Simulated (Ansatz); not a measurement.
# GaSiH2 (doublet): wave-function methods side by side, cc-pVTZ

One table from this session's results is given with a row withheld; the runs are named, their logs left out.

Program: Ansatz 0.2.0, Gaussian basis. Level of theory: cc-pVTZ, core rule «outside noble gas», up to 19 orbitals frozen. These are calculated values, not measurements.

The runs, in order: UHF; CCSD(T) on ROHF; CCSD(T) on UHF; BCCD(T) on ROHF; CCSDT(Q) on ROHF; CCSDT(Q) on UHF.

15 further runs of the same task are left out: 4 for a known fault of the program, 11 set aside as unsound or not needed. Runs told in other sessions of the task aren't counted.

## The geometry

The geometry is a PBE0/def2-TZVP stationary point (not a proven minimum). No spin-orbit coupling is included. The filled d shell of Ga may be among the frozen orbitals whatever the setting's name suggests.

4 atoms, charge 0, spin multiplicity 2.

Atoms are counted from 1 here; the program's logs count them from 0.

Bond lengths: Si1–Ga2 2.397 Å, Ga2–H3 1.578 Å, Ga2–H4 1.578 Å. Angles: Si1–Ga2–H3 121.5°, Si1–Ga2–H4 121.5°, H3–Ga2–H4 117.0°.

The first run:

Contents of in.yaml:

```yaml
crystal:
  periodic: [false, false, false]
  atoms:
    - {symbol: Si, position_ang: [0.000000, 0.000000, 1.739044]}
    - {symbol: Ga, position_ang: [0.000000, 0.000000, -0.657659]}
    - {symbol: H, position_ang: [0.000000, 1.345603, -1.482210]}
    - {symbol: H, position_ang: [0.000000, -1.345603, -1.482210]}
basis:
  gaussian: {orbitals: cc-pVTZ}
magnetization: {spin_polarized: true, initial_magnetization: 1}
hamiltonian: {xc: hf}
output: {orbitals: {seedname: orbitals}}
```

On the command line:

```sh
ansatz run in.yaml --threads 1 --pin off --events-out ev --progress --plain --max-ram 4096MiB --backend cpu
```

Among the steps run: UHF; CCSD(T) on ROHF; CCSD(T) on UHF; BCCD(T) on ROHF; CCSDT(Q) on ROHF; CCSDT(Q) on UHF.

One of the session's tables, all rows but one given; the rest of the session is left out.

| method | from UCCSDT(Q) (meV) |
| --- | --- |
| ROHF | +5459.5 |
| UHF | +5251.7 |
| RMP2 | +1224.8 |
| UMP2 | ? |
| RCCSD | +233.2 |
| UCCSD | +247.1 |
| RCCSD(T) | +48.5 |
| UCCSD(T) | +59.4 |
| BCCD(T) | +48.2 |
| RCCSDT | +9.2 |
| UCCSDT | +10.8 |
| RCCSDT(Q) | +0.4 |
| UCCSDT(Q) | 0 |

Estimate the missing values for UMP2.

The run gave: from UCCSDT(Q) (meV): +1403.1. In the column «from UCCSDT(Q) (meV)» it lies between RMP2 (+1224.8) and UHF (+5251.7).

Caveats from the session: Restricted and unrestricted rows rest on different reference determinants; a gap between their highest levels can come from leftover correlation error, from unlike frozen cores or from another state.
